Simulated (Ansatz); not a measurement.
Crystal: SiF.

```
Si F
1.0
     3.02860    0.00000    0.00000
     0.00000    3.02860    0.00000
     0.00000    0.00000    3.02860
Si F
1 1
Direct
  0.50000 0.50000 0.50000
  0.00000 0.00000 0.00000
```

The cell was built by a generator and needn't be a form met in nature.

- Program: Ansatz 0.2.0
- Task: relaxation of cell and atoms
- Functional: PBEsol
- Dispersion: D3(BJ)-ATM
- Potentials or basis: Ansatz PAW
- Cutoff: 420 eV (not typed: the program's choice for these potentials)
- k mesh: 9 × 9 × 9
- Occupations: fermi-dirac, width 0.05 eV
- Spin: no spin polarisation

At the start: volume 13.89 Å³/atom.

**Question.** How do energy, volume and symmetry change on relaxing?

**Answer.** It ends after 9 steps and the volume is 13.24 Å³/atom (-4.7 %); space group Pm-3m (No. 221, to 0.05 Å).

The path:
```
step  energy change (eV)  largest force (eV/Å)  volume (Å³)
   1              0.0000                0.0000        27.78
   2             -0.0219                0.0000        25.69
   3             -0.0256                0.0000        26.29
   4             -0.0245                0.0000        26.71
   5             -0.0256                0.0000        26.51
   6             -0.0255                0.0000        26.53
   7             -0.0226                0.0000        26.53
   8             -0.0228                0.0000        26.47
   9             -0.0226                0.0000        26.47
```

Final structure:
```
CELL_PARAMETERS angstrom
2.98027 0.00000 0.00000
0.00000 2.98027 0.00000
0.00000 0.00000 2.98027
ATOMIC_POSITIONS crystal
Si 0.50000 0.50000 0.50000
F 0.00000 0.00000 0.00000
```

Caveat: the plane-wave basis is chosen anew once the cell has moved, so the energies of steps on either side of that aren't comparable; the pressure holds a Pulay correction of +0.5 GPa for the finite cutoff; an odd number of electrons without spin polarisation forces a metal; a magnetic or distorted state may lie lower; pairwise dispersion overbinds metals, which lowers pressure and volume; the PAW data sets come from PBE, with cores solved anew for the run's functional, which leaves a small shift of forces and pressure.
